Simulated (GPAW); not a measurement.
The system is NbTe.

```xyz
2
Lattice="3.4257 0.0000 0.0000 0.0000 3.4257 0.0000 0.0000 0.0000 3.4257" Properties=species:S:1:pos:R:3 pbc="T T T"
Nb    1.7128    1.7128    1.7128
Te    0.0000    0.0000    0.0000
```

The cell was built by a generator and needn't be a form met in nature.

Base run:

```yaml
Program: GPAW 26.7.0
Functional: PBE
Potentials_or_basis: PAW data sets generated in the run's folder for this functional
Cutoff: 600 eV
Basis: pw
k_mesh: 8 × 8 × 8
Occupations: fermi-dirac, width 0.05 eV
Spin: no spin polarisation
```

Its results: pressure -1.0 GPa.

**Question.** After a change of settings the same cell gave: pressure 1.1 GPa. Which change was it?
A. potentials or basis from PAW data sets generated in the run's folder for this functional to GPAW PAW data sets (gpaw-data 1.2.1); band points from 80 to 60
B. potentials or basis from PAW data sets generated in the run's folder for this functional to GPAW PAW data sets (gpaw-data 1.2.1), other valence; valence electrons from 19 to 21
C. potentials or basis from PAW data sets generated in the run's folder for this functional to JTH PAW 2.0, PBE
D. functional from PBE to PW91; band points from 80 to 60

**Answer.** C.

Caveats: the program truncates these outside data sets (some runs).

Not every run made on this cell is shown here.
